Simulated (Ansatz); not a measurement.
# ClH5NSi2 radical: how energies converge with the basis set

One table from this session's results is given with a row withheld; the runs are named, their logs left out.

Computed with Ansatz 0.2.0, Gaussian basis. Level: one geometry, several basis sets.

Levels to be run: PBE0-D4/def2-SVP; ωB97M-V/def2-SVP; PBE0-D4/def2-QZVPP; ωB97M-V/def2-QZVPP; the functionals' def2-TZVPP values are taken from earlier runs.

### The relaxed structure

The geometry comes from an earlier relaxation with PBE0-D4 in a triple-zeta def2 set; it is a stationary point, not always the lowest conformer.

SMILES `[SiH2]N[SiH2]Cl`, 9 atoms, charge 0, spin multiplicity 2.

Atoms are counted from 1 here; the program's logs count them from 0.

Bond lengths: Si1–N2 1.736 Å, Si1–H5 1.493 Å, Si1–H6 1.490 Å, N2–Si3 1.714 Å, N2–H7 1.012 Å, Si3–Cl4 2.062 Å, Si3–H8 1.477 Å, Si3–H9 1.479 Å. Angles: N2–Si1–H5 109.1°, N2–Si1–H6 106.5°, H5–Si1–H6 111.1°, Si1–N2–Si3 127.7°, Si1–N2–H7 115.3°, Si3–N2–H7 115.5°, N2–Si3–Cl4 113.0°, N2–Si3–H8 108.3°, N2–Si3–H9 109.4°, Cl4–Si3–H8 106.9°, Cl4–Si3–H9 106.1°, H8–Si3–H9 113.2°.

The first run:

in.yaml

```yaml
crystal:
  periodic: [false, false, false]
  atoms:
    - {symbol: Si, position_ang: [0.494966, 1.589205, 0.724666]}
    - {symbol: N, position_ang: [0.423949, 0.307347, -0.444352]}
    - {symbol: Si, position_ang: [-0.338076, -1.219256, -0.282388]}
    - {symbol: Cl, position_ang: [0.861361, -2.626896, 0.629747]}
    - {symbol: H, position_ang: [0.451790, 2.902099, 0.014506]}
    - {symbol: H, position_ang: [-0.690411, 1.420780, 1.611051]}
    - {symbol: H, position_ang: [1.069603, 0.391280, -1.218774]}
    - {symbol: H, position_ang: [-1.531096, -1.054134, 0.572544]}
    - {symbol: H, position_ang: [-0.653586, -1.756525, -1.624101]}
basis:
  gaussian: {orbitals: def2-SVP}
magnetization: {spin_polarized: true, initial_magnetization: 1}
hamiltonian: {xc: pbe0, dispersion: d4}
output: {orbitals: {seedname: orbitals}}
```

Among the steps run: PBE0-D4 in def2-SVP; ωB97M-V in def2-SVP; PBE0-D4 in def2-QZVPP; ωB97M-V in def2-QZVPP.

One of the session's tables, all rows but one given; the rest of the session is left out.

It belongs to the step «Functionals by basis». 

```
functional       basis  HOMO (eV)  LUMO (eV)
   PBE0-D4    def2-SVP      -5.75      -2.11
   PBE0-D4  def2-TZVPP          ?          ?
   PBE0-D4  def2-QZVPP      -5.85      -2.20
   ωB97M-V    def2-SVP      -7.50      -0.43
   ωB97M-V  def2-TZVPP      -7.61      -0.58
   ωB97M-V  def2-QZVPP      -7.64      -0.66
```

Q: Estimate the row for PBE0-D4, def2-TZVPP from the others.

The run gave: HOMO (eV): -5.83; LUMO (eV): -2.17. In the column «HOMO (eV)» it lies between PBE0-D4, def2-QZVPP (-5.85) and PBE0-D4, def2-SVP (-5.75).
